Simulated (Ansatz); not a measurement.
# SiPH6SN: how energies converge with the basis set

Aim: see how fast density functionals converge with the basis set for SiPH6SN.

Method: one geometry, several basis sets; program: Ansatz 0.2.0, Gaussian basis.

Plan: PBE0-D4/def2-SVP; ωB97M-V/def2-SVP; PBE0-D4/def2-QZVPP; ωB97M-V/def2-QZVPP; the functionals' def2-TZVPP values are taken from earlier runs.

### Step 1. Structure used throughout

The geometry comes from an earlier relaxation with PBE0-D4/def2-TZVP; it is a stationary point, not always the lowest conformer.

SMILES `[SiH3]NPS`, 10 atoms, charge 0, spin multiplicity 1.

Atoms are counted from 1 here; the program's logs count them from 0.

Bond lengths: Si1–N2 1.738 Å, Si1–H5 1.486 Å, Si1–H6 1.486 Å, Si1–H7 1.484 Å, N2–P3 1.697 Å, N2–H8 1.010 Å, P3–S4 2.132 Å, P3–H9 1.418 Å, S4–H10 1.343 Å. Angles: N2–Si1–H5 113.7°, N2–Si1–H6 108.0°, N2–Si1–H7 106.9°, H5–Si1–H6 108.5°, H5–Si1–H7 108.9°, H6–Si1–H7 111.0°, Si1–N2–P3 127.5°, Si1–N2–H8 117.8°, P3–N2–H8 112.3°, N2–P3–S4 107.7°, N2–P3–H9 97.4°, S4–P3–H9 90.6°, P3–S4–H10 95.2°.

### Step 2. PBE0-D4 in def2-SVP

File in.yaml:

```yaml
crystal:
  periodic: [false, false, false]
  atoms:
    - {symbol: Si, position_ang: [-1.008066, 1.086095, -0.115202]}
    - {symbol: N, position_ang: [-0.716949, -0.601777, 0.177990]}
    - {symbol: P, position_ang: [0.717300, -1.321115, 0.729161]}
    - {symbol: S, position_ang: [2.313359, -0.594541, -0.483094]}
    - {symbol: H, position_ang: [-0.483740, 1.563845, -1.421203]}
    - {symbol: H, position_ang: [-2.476956, 1.309824, -0.087876]}
    - {symbol: H, position_ang: [-0.336350, 1.835069, 0.975557]}
    - {symbol: H, position_ang: [-1.340036, -1.269486, -0.252316]}
    - {symbol: H, position_ang: [1.025081, -0.367151, 1.732606]}
    - {symbol: H, position_ang: [2.389758, -1.691962, -1.252721]}
basis:
  gaussian: {orbitals: def2-SVP}
hamiltonian: {xc: pbe0, dispersion: d4}
output: {orbitals: {seedname: orbitals}}
```

On the command line:

```bash
ansatz run in.yaml --threads 2 --pin off --events-out ev --progress --plain --max-ram 4352MiB
```

After this run come: ωB97M-V in def2-SVP; PBE0-D4 in def2-QZVPP; ωB97M-V in def2-QZVPP.

**Question.** What will the summary of the whole plan be? Wanted: PBE0-D4: double and triple zeta above quadruple; ωB97M-V: double and triple zeta above quadruple.

As calculated:

```
                                       quantity           value
PBE0-D4: double and triple zeta above quadruple  12.86, 1.01 eV
ωB97M-V: double and triple zeta above quadruple  12.88, 0.95 eV
```

What this shows: For PBE0-D4 the step from double to triple zeta gains 11.85 eV and the next only 1.01 eV. These are total energies; as a rule much of such shifts cancels in differences, which this series doesn't test. The LUMO of ωB97M-V is positive and keeps falling with the basis (2.21 to 1.09 eV): an unbound level that the basis holds in place.
